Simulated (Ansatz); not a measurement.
# ClFGaH3OSi: up Jacob's ladder to CCSD(T)

Aim: compute ClFGaH3OSi with functionals from several rungs and with coupled cluster. The yardstick is the atomisation energy at the CCSD(T) limit.

The runs use Ansatz 0.2.0, Gaussian basis; functionals in def2-TZVPP, the program's frozen cores in correlated methods.

Levels to be run: LDA (SPW92), PBE-D4, revPBE-D4, BLYP-D4, r2SCAN-D4, B97M-V, PBE0-D4, B3LYP-D4, r2SCANh-D4, r2SCAN0-D4, HSE06-D4, BHLYP-D4, CAM-B3LYP-D4, LC-ωPBE, ωB97X-V, ωB97M-V, B2PLYP, PBE-QIDH; CCSD(T)/def2-SVP; CCSD(T)/def2-TZVPP; MP2/def2-QZVPP; extrapolation to the limit; RPA on PBE.

### 1 The relaxed structure

All runs share one geometry, relaxed beforehand with PBE0-D4 in a triple-zeta def2 set.

SMILES `[F][Ga]([Cl])[O][SiH3]`, 8 atoms, charge 0, spin multiplicity 1.

Atoms are counted from 1 here; the program's logs count them from 0.

Bond lengths: F1–Ga2 1.738 Å, Ga2–Cl3 2.100 Å, Ga2–O4 1.750 Å, O4–Si5 1.644 Å, Si5–H6 1.487 Å, Si5–H7 1.486 Å, Si5–H8 1.483 Å. Angles: F1–Ga2–Cl3 119.3°, F1–Ga2–O4 118.5°, Cl3–Ga2–O4 122.2°, Ga2–O4–Si5 138.0°, O4–Si5–H6 110.7°, O4–Si5–H7 110.5°, O4–Si5–H8 107.6°, H6–Si5–H7 108.9°, H6–Si5–H8 109.6°, H7–Si5–H8 109.6°.

### 2 LDA

This LDA is Slater exchange with PW92 correlation.

Contents of in.yaml:

```yaml
crystal:
  periodic: [false, false, false]
  atoms:
    - {symbol: F, position_ang: [-0.086272, -1.890285, 1.766401]}
    - {symbol: Ga, position_ang: [1.083137, -1.126081, 0.732019]}
    - {symbol: Cl, position_ang: [3.076447, -1.787164, 0.771659]}
    - {symbol: O, position_ang: [0.552717, 0.175942, -0.309301]}
    - {symbol: Si, position_ang: [-0.843913, 0.971247, -0.655337]}
    - {symbol: H, position_ang: [-1.431131, 1.560175, 0.576771]}
    - {symbol: H, position_ang: [-1.832907, 0.044108, -1.265091]}
    - {symbol: H, position_ang: [-0.518078, 2.052067, -1.617132]}
basis:
  gaussian: {orbitals: def2-TZVPP}
hamiltonian: {xc: lda}
output: {orbitals: {seedname: orbitals}}
```

Run with:

```sh
$ ansatz run in.yaml --threads 4 --pin off --events-out ev --progress --plain --max-ram 10444MiB
```

The runs that follow: PBE-D4 (GGA); revPBE-D4 (GGA); BLYP-D4 (GGA); r2SCAN-D4 (meta-GGA); B97M-V (meta-GGA); PBE0-D4 (hybrid); B3LYP-D4 (hybrid); r2SCANh-D4 (hybrid); r2SCAN0-D4 (hybrid); HSE06-D4 (hybrid); BHLYP-D4 (hybrid); CAM-B3LYP-D4 (range-separated); LC-ωPBE (range-separated); ωB97X-V (range-separated); ωB97M-V (range-separated); B2PLYP (double hybrid); PBE-QIDH (double hybrid); CCSD(T) in def2-SVP; CCSD(T) in def2-TZVPP; MP2 in def2-QZVPP; RPA on PBE orbitals.

**Question.** What will the summary of the whole plan be? Wanted: atomisation energy, CCSD(T)/CBS; farthest beyond LDA; mean size of error, GGA; mean size of error, meta-GGA; mean size of error, hybrid; mean size of error, range-separated; mean size of error, double hybrid; gap, smallest and largest; T1 diagnostic.

The runs gave:

| quantity | value |
| --- | --- |
| atomisation energy, CCSD(T)/CBS | 27.633 eV |
| functionals within 0.276 eV (1.0 %) | PBE-D4, r2SCAN-D4, B97M-V, CAM-B3LYP-D4, ωB97X-V, ωB97M-V |
| farthest beyond LDA | BHLYP-D4 (-1.280 eV) |
| mean size of error, GGA | 0.660 eV |
| mean size of error, meta-GGA | 0.115 eV |
| mean size of error, hybrid | 0.724 eV |
| mean size of error, range-separated | 0.225 eV |
| mean size of error, double hybrid | 0.493 eV |
| gap, smallest and largest | 4.66 eV (LDA (SPW92)), 12.45 eV (LC-ωPBE) |
| T1 diagnostic | 0.0132 |
| triples share of the correlation energy | 3.5 % |

LDA overbinds by 3.482 eV (13 %). PBE-D4 is off by -0.255 eV. Double hybrids carry the basis error of their MP2 part in triple zeta, and no dispersion term here, so their miss is partly the set-up's. The rungs meta-GGA, range-separated miss on average by less than the doubt on the reference (0.276 eV), so they tie. The reference freezes the cores and leaves out relativity and excitations past (T), and its outer-core shells are covered unevenly, so misses under about 0.276 eV can't be ranked. Hartree-Fock recovers 73 % of the binding; the rest is correlation. CCSD(T) in def2-SVP is off by -1.974 eV, which most functionals beat. The gap grows from 4.7 to 12.4 eV across the functionals, mostly with the share of exact exchange. Correlated methods include outer-core shells of Ga, which these sets cover unevenly.
